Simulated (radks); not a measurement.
# Sc³⁺ in [Ar]: an all-electron calculation

An exercise on one series of results from a longer session: the logs are not shown, and one member is left open.

Method: Dirac Kohn-Sham, SOGGA, spin-unpolarised, spherical densities, finite nucleus. Code: radks (a radial shooting solver on a logarithmic mesh, Libxc functionals) version 1.

### Starting point

* element: scandium (Z = 21)
* charge: +3
* electrons: 18
* configuration: [Ar]
* nuclear rms radius: 3.5459 fm

Outer shells as boxes (Hund's rule):

Sc³⁺
```
[Ne] core
3s [↑↓]
3p [↑↓][↑↓][↑↓]
```

Set-up of the first run:

The run's settings:

```text
Z 21
configuration [Ar] 4s0 3d0
relativity Dirac
functional sogga,pbe
spin unpolarised
j_filling energy
nucleus finite rms 3.5459 fm
c 137.035999084
```

Run with:

```
> python run_ks.py task.json out
```

All runs below come from this command, one after another.

Among the steps run: Self-consistent calculation.

One table of the session follows, with a row left open; its other results are not shown here.

It belongs to the step «Orbitals and density». Radial moments (bohr):

```
level      <r>  outermost maximum (interpolated)  90 % within  nodes
1s1/2  0.07310                            0.0478        0.131      0
2s1/2   0.3437                             0.284        0.535      1
2p1/2        ?                                 ?            ?      ?
2p3/2   0.3087                             0.233        0.508      0
3s1/2    1.056                             0.921         1.57      2
3p1/2    1.125                             0.953         1.72      1
3p3/2    1.132                             0.959         1.73      1
3d3/2    1.355                              1.01         2.23      0
3d5/2    1.357                              1.01         2.23      0
4s1/2    2.728                              2.50         3.93      3
```

Estimate the missing values for 2p1/2.

**Answer.** <r>: 0.3061; outermost maximum (interpolated): 0.231; 90 % within: 0.505; nodes: 0. In the column «<r>» it lies between 1s1/2 (0.07310) and 2p3/2 (0.3087).
